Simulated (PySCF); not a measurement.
# SnTe (SMILES [Sn][Te]) at wB97X-V/ccECP-cc-pVDZ (core potential, max memory mb 1860, nlc grid 1)

Wanted: a structure relaxation of SnTe. The job is set up through a Python script.

Program for the calculation: PySCF 2.14.0.

## (1) The structure to begin with

The species is SnTe (2 atoms), meant as a singlet with charge 0. As SMILES, `[Sn][Te]`. Geometry: a GFN2-xTB relaxation, a rough one for these elements and not checked as a minimum. The run starts from this shape.

Bond lengths: Sn1–Te2 2.537 Å.

## (2) A geometry optimisation at wB97X-V/ccECP-cc-pVDZ (core potential, max memory mb 1860, nlc grid 1)

Contents of start.xyz:

```xyz
2

Sn     0.000000     0.000000     0.000000
Te     0.000000     0.000000     2.536770
```

Contents of job.py:

```python
from pyscf import gto, dft
from pyscf.geomopt.geometric_solver import kernel as optimise

system = gto.M(
    atom='start.xyz',
    max_memory=1860,
    ecp='ccecp',
    verbose=3,
    basis='ccecp-cc-pvdz',
)

mf = dft.RKS(system)
mf.xc = 'wb97x-v'
mf.nlcgrids.level = 1
mf.conv_tol = 1e-10
mf.grids.level = 4
converged, mol_eq = optimise(mf, maxsteps=60, convergence_set='GAU_TIGHT')
print('converged:', converged)
print(mol_eq.tostring())

mf.reset(mol_eq)
system = mol_eq
mf.kernel()
if not mf.converged:
    mf = mf.newton().run(mf.mo_coeff, mf.mo_occ)
etot = mf.e_tot
print('E = %.10f Eh' % etot)
```

The run is started by

```console
$ OMP_NUM_THREADS=1 python job.py
```

**Question.** What will come out? Wanted: total energy at the end; dipole moment; HOMO energy; LUMO energy; HOMO–LUMO gap; bond length.

Computed results:

Level: wB97X-V/ccECP-cc-pVDZ (core potential, max memory mb 1860, nlc grid 1).

```
               quantity         value
total energy at the end  -11.64961 Eh
          dipole moment        2.39 D
            HOMO energy      -8.72 eV
            LUMO energy      -0.92 eV
          HOMO–LUMO gap       7.80 eV
            bond length       2.491 Å
```

**Reading.** At the final geometry: Bond lengths: Sn1–Te2 2.491 Å. The optimisation took 5 steps and changed the energy by -0.018 eV.
